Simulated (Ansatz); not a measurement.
**GeH4 (SMILES [H][Ge]([H])([H])[H]) at 6 levels**

Wanted: a comparison of 6 runs (UHF/STO-3G, BLYP/STO-3G, PBE/STO-3G, wB97X/STO-3G, CCSD/STO-3G, FCI/STO-3G) of GeH4. 

The calculation is run with Ansatz 0.2.0.

30 further runs of the same task are left out: 2 that didn't finish, 28 set aside as unsound or not needed.

## (1) Starting point

The species is GeH4 (5 atoms), meant as a singlet with charge 0. As SMILES, `[H][Ge]([H])([H])[H]`. The H4–Ge1 distance was set to 2.224 Å, away from the relaxed value. At this shape a bond of the SMILES string is far longer than usual.

Bond lengths: Ge1–H2 1.482 Å, Ge1–H3 1.483 Å, Ge1–H5 1.483 Å. Angles: H2–Ge1–H3 109.4°, H2–Ge1–H5 109.5°, H3–Ge1–H5 109.5°. A long bond or contact: Ge1–H4 2.224 Å.

## (2) The energy at UHF/STO-3G (run 1)

input.yaml reads:

```yaml
crystal:
  periodic: [false, false, false]
  atoms:
    - {symbol: Ge, position_ang: [0.353964, -0.606279, 0.236466]}
    - {symbol: H, position_ang: [0.365324, -0.624869, 1.718606]}
    - {symbol: H, position_ang: [1.748744, -0.596689, -0.266814]}
    - {symbol: H, position_ang: [-0.707610, 1.213950, -0.473620]}
    - {symbol: H, position_ang: [-0.345046, -1.812989, -0.267894]}
basis:
  gaussian: {orbitals: STO-3G}
magnetization: {spin_polarized: true, initial_magnetization: 0}
accuracy: high
hamiltonian: {xc: hf}
```

The run is started by

```console
$ ansatz run input.yaml --threads 1 --pin off --max-ram 2610MiB --events-out events.jsonl --progress --plain --runs-dir runs
```

The program printed:

```text
Warning: RAYON_NUM_THREADS=1 ignored (pool sized by the plan → 1); use --threads N
Functional definition: HF
  name "HF"
  exchange = exact_x
  correlation = 0
286 factors; integrals over basis functions are off by at most 5.4e-8 eV
mean field evaluation 1: about -55890.4846 eV, gradient 5.6e0 eV
mean field evaluation 2: about -55890.4758 eV, gradient 5.6e0 eV
mean field evaluation 4: about -55890.9296 eV, gradient 3.6e-1 eV
mean field evaluation 8: about -55890.9305 eV, gradient 1.1e-6 eV
mean field evaluation 16: about -55890.9305 eV, gradient 3.9e-6 eV
mean field evaluation 32: about -55889.2278 eV, gradient 8.5e0 eV
mean field -55891.17781171 eV, -2053.9629001792 hartree, gradient 2.8e-8 eV, S^2 0.410416; 2 other end points of the search recorded, 0 dependent functions left out
reference -55891.17781171 eV, -2053.9629001792 hartree; 18, 18 occupied and 4, 4 virtual orbitals, 286 factors
Total energy: -55891.17781171 eV, -2053.9629001792 hartree
```

It took 0.22 s on 1 thread of Intel Xeon Platinum 8375C at 2.90GHz (Ice Lake), shared host.

## (3) The energy at BLYP/STO-3G (run 2)

run.yaml reads:

```yaml
basis:
  gaussian:
    orbitals: STO-3G
crystal:
  periodic: [false, false, false]
  atoms:
    - {symbol: Ge, position_ang: [0.353964, -0.606279, 0.236466]}
    - {symbol: H, position_ang: [0.365324, -0.624869, 1.718606]}
    - {symbol: H, position_ang: [1.748744, -0.596689, -0.266814]}
    - {symbol: H, position_ang: [-0.707610, 1.213950, -0.473620]}
    - {symbol: H, position_ang: [-0.345046, -1.812989, -0.267894]}
hamiltonian:
  xc: {name: BLYP}
accuracy: high
```

The run is started by

```console
$ ansatz run run.yaml --threads 1 --pin off --max-ram 2610MiB --events-out events.jsonl --progress --plain --runs-dir runs
```

The program printed:

```text
Warning: RAYON_NUM_THREADS=1 ignored (pool sized by the plan → 1); use --threads N
Functional definition: BLYP
  name "BLYP"
  parameter beta = 0.0042
  parameter a = 0.04918
  parameter b = 0.132
  parameter c = 0.2533
  parameter d = 0.349
  exchange = b88_x(beta = beta)
  correlation = lyp_c(a = a, b = b, c = c, d = d)
286 factors; integrals over basis functions are off by at most 5.4e-8 eV
mean field evaluation 1: about -55787.4162 eV, gradient 2.4e2 eV
mean field evaluation 2: about -55888.9150 eV, gradient 6.8e1 eV
mean field evaluation 4: about -55921.4838 eV, gradient 2.8e1 eV
mean field evaluation 8: about -55926.2125 eV, gradient 2.6e-1 eV
mean field evaluation 16: about -55926.1525 eV, gradient 5.5e-6 eV
mean field -55926.15245210 eV, -2055.2481945070 hartree, gradient 3.6e-8 eV, S^2 0.000000; 0 other end points of the search recorded, 0 dependent functions left out
reference -55926.15248645 eV, -2055.2481957694 hartree; 18, 18 occupied and 4, 4 virtual orbitals, 286 factors
Total energy: -55926.15248645 eV, -2055.2481957694 hartree
```

Run time: 0.78 s. Hardware: 1 thread of Intel Xeon Platinum 8375C at 2.90GHz (Ice Lake), shared host; peak memory 0.11 GiB.

Run 3 isn't shown in full; the table further down has it.

## (4) A single-point energy at wB97X/STO-3G (run 4)

Edit run.yaml of step 3 so:

```diff
@@ -1,4 +1 @@
-basis:
-  gaussian:
-    orbitals: STO-3G
 crystal:
@@ -11,4 +8,9 @@
     - {symbol: H, position_ang: [-0.345046, -1.812989, -0.267894]}
+basis:
+  gaussian:
+    orbitals: STO-3G
+magnetization:
+  spin_polarized: false
 hamiltonian:
-  xc: {name: BLYP}
+  xc: {name: wB97X}
 accuracy: high
```

The run is started by

```console
$ ansatz run run.yaml --threads 1 --pin off --max-ram 2610MiB --events-out events.jsonl --progress --plain --runs-dir runs
```

The program printed (excerpt; [...] marks lines left out):

```text
Warning: RAYON_NUM_THREADS=1 ignored (pool sized by the plan → 1); use --threads N
Functional definition: wB97X
  name "wB97X"
[...]
      + exact_x_lr(omega)
[...]
      + integral(e_c_pw_opposite_spin*poly(b97_u_opposite, 1, cos1, cos2, cos3, cos4))
286 factors; integrals over basis functions are off by at most 5.4e-8 eV
110 factors; integrals over basis functions are off by at most 5.4e-10 eV
[...]
mean field -55930.14908447 eV, -2055.3950680374 hartree, gradient 1.0e-8 eV, S^2 0.000000; 0 other end points of the search recorded, 0 dependent functions left out
reference -55930.14908278 eV, -2055.3950679754 hartree; 18, 18 occupied and 4, 4 virtual orbitals, 286 factors
Total energy: -55930.14908278 eV, -2055.3950679754 hartree
```

Wall time 3.6 s (1 thread of Intel Xeon Platinum 8375C at 2.90GHz (Ice Lake), shared host); peak memory 0.23 GiB.

Run 5 isn't shown in full; the table further down has it.

## (5) A single-point energy at FCI/STO-3G (run 6)

molecule.yaml reads:

```yaml
basis:
  gaussian:
    orbitals: STO-3G
crystal:
  periodic: [false, false, false]
  atoms:
    - {symbol: Ge, position_ang: [0.353964, -0.606279, 0.236466]}
    - {symbol: H, position_ang: [0.365324, -0.624869, 1.718606]}
    - {symbol: H, position_ang: [1.748744, -0.596689, -0.266814]}
    - {symbol: H, position_ang: [-0.707610, 1.213950, -0.473620]}
    - {symbol: H, position_ang: [-0.345046, -1.812989, -0.267894]}
magnetization:
  spin_polarized: false
correlation:
  method: fci
  frozen_orbitals: {Ge: 9, H: 0}
accuracy: high
```

The run is started by

```console
$ ansatz run molecule.yaml --threads 1 --pin off --max-ram 2610MiB --events-out events.jsonl --progress --plain --runs-dir runs
```

The program printed:

```text
Warning: RAYON_NUM_THREADS=1 ignored (pool sized by the plan → 1); use --threads N
Functional definition: HF
  name "HF"
  exchange = exact_x
  correlation = 0
286 factors; integrals over basis functions are off by at most 5.4e-8 eV
mean field evaluation 1: about -55890.4846 eV, gradient 8.0e0 eV
mean field evaluation 2: about -55890.4758 eV, gradient 7.9e0 eV
mean field evaluation 4: about -55890.9297 eV, gradient 5.1e-1 eV
mean field evaluation 8: about -55890.9305 eV, gradient 9.5e-7 eV
mean field -55890.93051677 eV, -2053.9538122581 hartree, gradient 4.8e-8 eV, S^2 0.000000; 0 other end points of the search recorded, 0 dependent functions left out; unrestricted orbitals would lower it
9 core orbitals not correlated: weight in the atoms' cores, before any rotation towards them, 1.000 or more for the frozen orbitals, at most 0.000 for the correlated occupied ones
reference -55890.93051677 eV, -2053.9538122581 hartree; 9, 9 occupied and 4, 4 virtual orbitals, 286 factors
state -55893.58643259 eV, -2054.0514153641 hartree
Total energy: -55893.58643259 eV, -2054.0514153641 hartree
```

It took 1.2 s on 1 thread of Intel Xeon Platinum 8375C at 2.90GHz (Ice Lake), shared host; peak memory 0.12 GiB.

## (6) The series

```tsv
run	level	frozen core orbitals	energy (Eh)	wall time
1	UHF/STO-3G	–	-2053.962900	0.22 s
2	BLYP/STO-3G	–	-2055.248196	0.78 s
3	PBE/STO-3G	–	-2054.958532	0.76 s
4	wB97X/STO-3G	–	-2055.395068	3.6 s
5	CCSD/STO-3G	9	-2054.050107	0.18 s
6	FCI/STO-3G	9	-2054.051415	1.2 s
```

## (7) What came out

```
                                          quantity           value
                               run 6: total energy  -2054.05142 Eh
run 6: correlation energy (9 core orbitals frozen)       -97.6 mEh
```

What this shows: Against full CI in this basis: UHF +88.5 mEh; CCSD +1.3 mEh. Totals of different functionals can't be ranked against each other. In run 5 the log says that unrestricted orbitals would lower the reference, so the values rest on an unstable closed-shell determinant (other closed-shell runs at this shape may share the fault). In runs 1, 2, 3, 4, 5, 6 the basis is minimal, so the values are rough. Spin contamination of the reference: run 1 ⟨S²⟩ = 0.41. All runs together took 6.8 s, the longest 3.6 s.
